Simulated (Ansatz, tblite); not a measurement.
**Al6N7 zinc blende off sphere (Al₆N₇H₂₀+): a ladder of methods and basis sets**

The task here is to estimate one member of a computed series from the others.

Program: Ansatz 0.2.0, Gaussian basis. Level of theory: as each input shows. These are calculated values, not measurements.

The runs, in order: GFN1-xTB, GFN2-xTB, PBE-D4/def2-TZVP, r2SCAN-D4/def2-TZVP, PBE-QIDH/def2-TZVP, r2SCANh-D4/def2-TZVP, HSE06-D4/def2-TZVP, PBE-D4/def2-SVP, PBE0-D4/def2-SVP, HF/6-31G, B3LYP-D4/6-31G, CCSD(T)/def2-SVP, MP2/def2-TZVP, RPA/def2-TZVP.

### The structure

The singlet was relaxed beforehand with PBE-D4/def2-SVP.

33 atoms, charge 1, spin multiplicity 1.

Bond lengths: N1–Al9 2.008 Å, N1–Al10 1.940 Å, N1–H14 1.035 Å, N1–H15 1.035 Å, N2–Al8 1.971 Å, N2–Al11 1.971 Å, N2–H16 1.035 Å, N2–H17 1.036 Å, N3–Al9 1.954 Å, N3–Al12 1.954 Å, N3–H18 1.034 Å, N3–H19 1.038 Å, N4–Al8 1.982 Å, N4–Al9 1.911 Å, N4–Al13 1.904 Å, N4–H20 1.035 Å, N5–Al10 1.946 Å, N5–Al13 1.989 Å and more. Angles: Al9–N1–Al10 120.4°, Al9–N1–H14 108.0°, Al9–N1–H15 105.9°, Al10–N1–H14 109.9°, Al10–N1–H15 109.3°, H14–N1–H15 101.7°, Al8–N2–Al11 118.8°, Al8–N2–H16 110.8°, Al8–N2–H17 105.8°, Al11–N2–H16 110.8°, Al11–N2–H17 105.8°, H16–N2–H17 103.2°, Al9–N3–Al12 120.4°, Al9–N3–H18 110.2°, Al9–N3–H19 105.5°, Al12–N3–H18 110.2°, Al12–N3–H19 105.4°, H18–N3–H19 103.6° and more.

The ion is computed in the gas phase, without counter-ions or solvent.

PBE0-D4/def2-TZVP was run before; its log isn't repeated, and its numbers join the tables.

The first run:

Tight binding, by tblite at 300 K electronic temperature and without a spin-polarisation term:

```python
tblite.interface.Calculator('GFN1-xTB', numbers, positions, charge=1, uhf=0).singlepoint()
```

Tight binding, by tblite at 300 K electronic temperature and without a spin-polarisation term:

```python
tblite.interface.Calculator('GFN2-xTB', numbers, positions, charge=1, uhf=0).singlepoint()
```

start.molden holds the orbitals of an earlier run on this state, given as this run's starting guess.

in.yaml reads:

```yaml
crystal:
  periodic: [false, false, false]
  atoms:
    - {symbol: N, position_ang: [0.558873, -2.709101, 0.479550]}
    - {symbol: N, position_ang: [-2.254956, 2.253704, -0.946643]}
    - {symbol: N, position_ang: [0.699603, -0.696688, -1.755551]}
    - {symbol: N, position_ang: [-1.610673, -0.539000, 0.312560]}
    - {symbol: N, position_ang: [0.486551, -0.488562, 2.578284]}
    - {symbol: N, position_ang: [0.536651, 1.610903, 0.315835]}
    - {symbol: N, position_ang: [2.708996, -0.556912, 0.481205]}
    - {symbol: Al, position_ang: [-2.747879, 0.347851, -1.046863]}
    - {symbol: Al, position_ang: [-0.646406, -1.750295, -0.808247]}
    - {symbol: Al, position_ang: [1.707979, -1.707854, 1.680197]}
    - {symbol: Al, position_ang: [-0.349615, 2.749040, -1.042942]}
    - {symbol: Al, position_ang: [1.750045, 0.649737, -0.805386]}
    - {symbol: Al, position_ang: [-0.670347, 0.667462, 1.445501]}
    - {symbol: H, position_ang: [1.121043, -3.392913, -0.057194]}
    - {symbol: H, position_ang: [-0.055195, -3.331937, 1.033411]}
    - {symbol: H, position_ang: [-2.714036, 2.710920, -0.139766]}
    - {symbol: H, position_ang: [-2.705858, 2.705426, -1.762549]}
    - {symbol: H, position_ang: [1.322859, -1.318016, -2.297750]}
    - {symbol: H, position_ang: [0.178873, -0.175461, -2.486837]}
    - {symbol: H, position_ang: [-2.287109, -1.061319, 0.896654]}
    - {symbol: H, position_ang: [-0.122022, -1.018935, 3.226163]}
    - {symbol: H, position_ang: [1.015977, 0.120781, 3.226214]}
    - {symbol: H, position_ang: [1.057496, 2.287057, 0.901578]}
    - {symbol: H, position_ang: [3.392706, -1.118302, -0.056478]}
    - {symbol: H, position_ang: [3.331922, 0.056524, 1.035637]}
    - {symbol: H, position_ang: [-2.010390, -0.220598, -2.379878]}
    - {symbol: H, position_ang: [-4.294409, 0.121256, -0.746480]}
    - {symbol: H, position_ang: [-1.400562, -2.891432, -1.609464]}
    - {symbol: H, position_ang: [2.592215, -2.591966, 2.657917]}
    - {symbol: H, position_ang: [0.221525, 2.013512, -2.375746]}
    - {symbol: H, position_ang: [-0.125626, 4.295489, -0.739634]}
    - {symbol: H, position_ang: [2.891280, 1.405716, -1.604482]}
    - {symbol: H, position_ang: [-1.579519, 1.573891, 2.391192]}
basis:
  gaussian: {orbitals: def2-TZVP, fitting: {mean_field: def2-universal-jkfit}, initial_orbitals: start.molden}
total_charge: 1
hamiltonian: {xc: pbe, dispersion: d4}
scf: {omitted_lower_state_checks: [starts]}
output: {orbitals: {seedname: orbitals}}
```

The run is started by

```
> ansatz run in.yaml --threads 2 --pin off --events-out ev --progress --plain --max-ram 22528MiB --backend cuda --devices 0, --max-vram 18GiB
```

Steps of the session up to this table: PBE-D4/def2-TZVP; r2SCAN-D4/def2-TZVP; PBE-QIDH/def2-TZVP; r2SCANh-D4/def2-TZVP; HSE06-D4/def2-TZVP; PBE-D4/def2-SVP; PBE0-D4/def2-SVP; HF/6-31G; B3LYP-D4/6-31G; CCSD(T)/def2-SVP; MP2/def2-TZVP; RPA/def2-TZVP.

One table of the session follows, with a row left open; its other results are not shown here.

```
               level  HOMO (eV)  LUMO (eV)  gap (eV)
            HF/6-31G     -13.84      -0.62     13.23
     PBE-D4/def2-SVP      -9.51      -4.41      5.10
    PBE-D4/def2-TZVP      -9.55      -4.70      4.85
 r2SCAN-D4/def2-TZVP      -9.86      -4.21      5.65
r2SCANh-D4/def2-TZVP     -10.31      -3.95      6.36
      B3LYP-D4/6-31G          ?          ?         ?
    PBE0-D4/def2-SVP     -10.77      -3.55      7.22
   PBE0-D4/def2-TZVP     -10.79      -3.88      6.91
  HSE06-D4/def2-TZVP     -10.39      -4.25      6.14
```

**Question.** Estimate the row for B3LYP-D4/6-31G.

As computed: HOMO (eV): -10.60; LUMO (eV): -3.86; gap (eV): 6.75. In the column «HOMO (eV)» it lies between PBE0-D4/def2-SVP (-10.77) and HSE06-D4/def2-TZVP (-10.39).
